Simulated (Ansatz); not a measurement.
# Mo: electron–phonon coupling

Aim: for Mo, compute electron–phonon coupling and what follows from it.

Computed with Ansatz 0.2.0 (DFT PBE, scalar-relativistic, plane waves, PAW, unless a step's input says otherwise).

2 further runs of the same task are left out: 2 set aside as unsound or not needed.

**1. The structure to begin with**

It takes space group Im-3m (No. 229, cubic). The conventional cell has a = 3.161 Å, b = 3.161 Å, c = 3.161 Å, α = 90.00°, β = 90.00°, γ = 90.00°. Around Mo (site symmetry m-3m) lie 8 Mo at 2.74 Å.

Coordinates:

```cif
data_structure
_symmetry_space_group_name_H-M 'P 1'
_symmetry_Int_Tables_number 1
_cell_length_a 2.7379
_cell_length_b 2.7379
_cell_length_c 2.7379
_cell_angle_alpha 109.471
_cell_angle_beta 109.471
_cell_angle_gamma 109.471
_cell_volume 15.80
loop_
_atom_site_label
_atom_site_type_symbol
_atom_site_fract_x
_atom_site_fract_y
_atom_site_fract_z
_atom_site_occupancy
Mo1 Mo 0.00000 0.00000 0.00000 1
```

This cell was relaxed beforehand with the same method: volume 15.80 Å³/atom, gap on the mesh none (metal).

**2. Phonons and their coupling to the electrons**

The input, input.yaml:

```yaml
crystal:
  lattice:
    - [-1.5807094254, 1.5807094254, 1.5807094254]
    - [1.5807094254, -1.5807094254, 1.5807094254]
    - [1.5807094254, 1.5807094254, -1.5807094254]
  atoms:
    - { symbol: Mo, position: [0.0, 0.0, 0.0] }
basis:
  ecutwfc: 420
kpoints:
  mp_grid: { grid: [20, 20, 20] }
hamiltonian:
  xc: pbe
scf:
  occupations: { method: fermi_dirac, width: 0.15 }
output:
  eigenvalues: true
phonons:
  method: dfpt
  qmesh: [4, 4, 4]
  temperatures: { t_max: 1000, t_step: 25 }
  qpath:
    path:
      - [[0.0, 0.0, 0.0], [0.5, -0.5, 0.5], [0.0, 0.0, 0.5], [0.0, 0.0, 0.0], [0.25, 0.25, 0.25], [0.5, -0.5, 0.5]]
      - [[0.25, 0.25, 0.25], [0.0, 0.0, 0.5]]
    npoints: 8
  electrical_resistivity: { temperatures: [100, 200, 300, 500] }
  superconductivity: {}
```

Command:

```sh
$ ansatz run input.yaml --threads 2 --pin off --max-ram 5120MiB --backend cpu --events-out ev --progress --plain --runs-dir out
```

Q: Predict the outcome of this session. Wanted: highest frequency on the q mesh; zero-point energy; coupling constant λ; T_c by Allen–Dynes at μ* = 0.10.

As calculated:

| quantity | value |
| --- | --- |
| highest frequency on the q mesh | 257 cm⁻¹ |
| zero-point energy | 34.3 meV/atom |
| S and C_V at 300 K | 3.55 and 2.80 k_B/atom |
| resistivity at 300 K | 6.1 μΩ·cm |
| coupling constant λ | 0.45 |
| T_c by Allen–Dynes at μ* = 0.10 | 1.98 K |

**Reading.** On the 4×4×4 q mesh all modes are real. The q mesh is coarse, so values between its points are rough. At 300 K the heat capacity has reached 93 % of the Dulong–Petit value, so most modes are already excited. The electron–phonon coupling λ = 0.45 is weak. The run reports that the fine mesh isn't converged, so these figures are loose. In a metal such response values depend on mesh and smearing, which were not converged here.
